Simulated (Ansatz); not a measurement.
# SnH2Cl2 (SMILES [Cl][SnH2][Cl]) at B2PLYP/def2-SVPD (core potential)

What is the electronic atomisation energy of SnH2Cl2 at B2PLYP/def2-SVPD (core potential)? 

The results are computed with Ansatz 0.2.0.

54 further runs of the same task are left out: 54 set aside as unsound or not needed.

## 1. The system as given

SnH2Cl2: 5 atoms, total charge 0, spin state singlet. As SMILES, `[Cl][SnH2][Cl]`. Geometry: relaxed at PBE0-D4/def2-TZVP.

Bond lengths: Cl1–Sn2 2.316 Å, Sn2–Cl3 2.316 Å, Sn2–H4 1.695 Å, Sn2–H5 1.695 Å. Angles: Cl1–Sn2–Cl3 106.5°, Cl1–Sn2–H4 107.8°, Cl1–Sn2–H5 107.8°, Cl3–Sn2–H4 107.8°, Cl3–Sn2–H5 107.8°, H4–Sn2–H5 118.6°.

## 2. A single-point energy at B2PLYP/def2-SVPD (core potential)

in.yaml reads:

```yaml
basis:
  gaussian:
    orbitals: def2-SVPD
crystal:
  periodic: [false, false, false]
  atoms:
    - symbol: Cl
      position_ang: [-1.795300, -0.326200, 1.206500]
    - symbol: Sn
      position_ang: [0.192400, -0.102900, 0.038600]
    - symbol: Cl
      position_ang: [-0.250400, 1.295500, -1.753900]
    - symbol: H
      position_ang: [0.602200, -1.626300, -0.582100]
    - symbol: H
      position_ang: [1.301000, 0.686300, 1.049400]
hamiltonian:
  xc: {name: B2PLYP}
correlation:
  frozen_orbitals: {Cl: 5, H: 0, Sn: 4}
accuracy: high
output: {orbitals: {seedname: orbitals}}
```

Run with:

```sh
$ ansatz run in.yaml --threads 1 --pin off --max-ram 3480MiB --events-out events.jsonl --progress --plain --runs-dir runs
```

Log:

```text
Warning: RAYON_NUM_THREADS=1 ignored (pool sized by the plan → 1); use --threads N
Functional definition: B2PLYP
  name "B2PLYP"
  parameter a = 0.53
  parameter c = 0.27
  exchange = (1 - a)*b88_x + a*exact_x
  correlation = (1 - c)*lyp_c + c*(mp2_os + mp2_ss)
2112 factors; integrals over basis functions are off by at most 3.7e-9 eV
mean field evaluation 1: about -30883.5628 eV, gradient 1.9e1 eV
mean field evaluation 2: about -30883.6614 eV, gradient 1.9e1 eV
mean field evaluation 4: about -30884.7162 eV, gradient 6.2e-1 eV
mean field evaluation 8: about -30884.7217 eV, gradient 5.7e-2 eV
mean field evaluation 16: about -30884.7217 eV, gradient 2.2e-5 eV
mean field -30884.72172867 eV, -1134.9925891125 hartree, gradient 6.1e-8 eV, S^2 0.000000; 0 other end points of the search recorded, 0 dependent functions left out
14 core orbitals not correlated: weight in the atoms' cores, before any rotation towards them, 1.000 or more for the frozen orbitals, at most 0.000 for the correlated occupied ones
reference -30884.72175230 eV, -1134.9925899809 hartree; 15, 15 occupied and 73, 73 virtual orbitals, 2112 factors
second order -13.72100175 eV of doubles, -0.00000000 eV of singles
Total energy: -30888.42642278 eV, -1135.1287341097 hartree
```

Wall time 14 s (1 thread of Arm Neoverse V2, shared host); peak memory 0.37 GiB.

## 3. The Cl atom at the same level

run.yaml reads:

```yaml
crystal:
  periodic: [false, false, false]
  atoms:
    - symbol: Cl
      position_ang: [0.000000, 0.000000, 0.000000]
basis:
  gaussian: {orbitals: def2-SVPD}
magnetization: {spin_polarized: true, initial_magnetization: 1}
hamiltonian: {xc: {name: B2PLYP}}
correlation: {frozen_orbitals: {Cl: 5}}
accuracy: high
```

Run with:

```sh
$ ansatz run run.yaml --threads 1 --pin off --max-ram 3480MiB --events-out events.jsonl --progress --plain --runs-dir runs
```

Log, cut to the lines that bear on the results:

```text
Warning: RAYON_NUM_THREADS=1 ignored (pool sized by the plan → 1); use --threads N
Functional definition: B2PLYP
  name "B2PLYP"
[...]
222 factors; integrals over basis functions are off by at most 2.5e-9 eV
[...]
mean field -12512.33678512 eV, -459.8198956868 hartree, gradient 1.8e-8 eV, S^2 0.753795; 0 other end points of the search recorded, 0 dependent functions left out
5 core orbitals not correlated: weight in the atoms' cores, before any rotation towards them, 1.000 or more for the frozen orbitals, at most 0.000 for the correlated occupied ones
reference -12512.33679965 eV, -459.8198962207 hartree; 4, 3 occupied and 18, 19 virtual orbitals, 222 factors
second order -3.96674494 eV of doubles, -0.00000000 eV of singles
Total energy: -12513.40782079 eV, -459.8592555215 hartree
```

Run time: 0.88 s. Hardware: 1 thread of Arm Neoverse V2, shared host.

## 4. The H atom

input.yaml reads:

```yaml
crystal:
  periodic: [false, false, false]
  atoms:
    - {symbol: H, position_ang: [0.000000, 0.000000, 0.000000]}
basis:
  gaussian: {orbitals: def2-SVPD}
magnetization: {spin_polarized: true, initial_magnetization: 1}
hamiltonian: {xc: {name: B2PLYP}}
correlation: {frozen_orbitals: {H: 0}}
accuracy: high
```

Run the same way, it converges to -0.49793 Eh (log not shown).

## 5. The Sn atom, same level

molecule.yaml reads:

```yaml
crystal:
  periodic: [false, false, false]
  atoms:
    - symbol: Sn
      position_ang: [0.000000, 0.000000, 0.000000]
basis:
  gaussian: {orbitals: def2-SVPD}
total_charge: 0
magnetization: {spin_polarized: true, initial_magnetization: 2}
hamiltonian: {xc: {name: B2PLYP}}
correlation: {frozen_orbitals: {Sn: 4}}
accuracy: high
```

Run the same way, it converges to -213.97756 Eh (log not shown).

## 6. Results

Level: B2PLYP/def2-SVPD (core potential), 14 core orbitals frozen.

```
                                     quantity           value
                       molecule: total energy  -1135.12873 Eh
  molecule: HOMO energy (SCF part's orbitals)       -10.17 eV
  molecule: LUMO energy (SCF part's orbitals)        -0.36 eV
molecule: HOMO–LUMO gap (SCF part's orbitals)         9.81 eV
                        Cl atom: total energy   -459.85926 Eh
                                Cl atom: ⟨S²⟩           0.754
                         H atom: total energy     -0.49793 Eh
                                 H atom: ⟨S²⟩           0.750
                        Sn atom: total energy   -213.97756 Eh
                                Sn atom: ⟨S²⟩           2.005
                electronic atomisation energy       11.886 eV
```

In words: Taking the molecule apart into free atoms costs 11.89 eV (274 kcal/mol), before zero-point energy and without spin-orbit coupling.
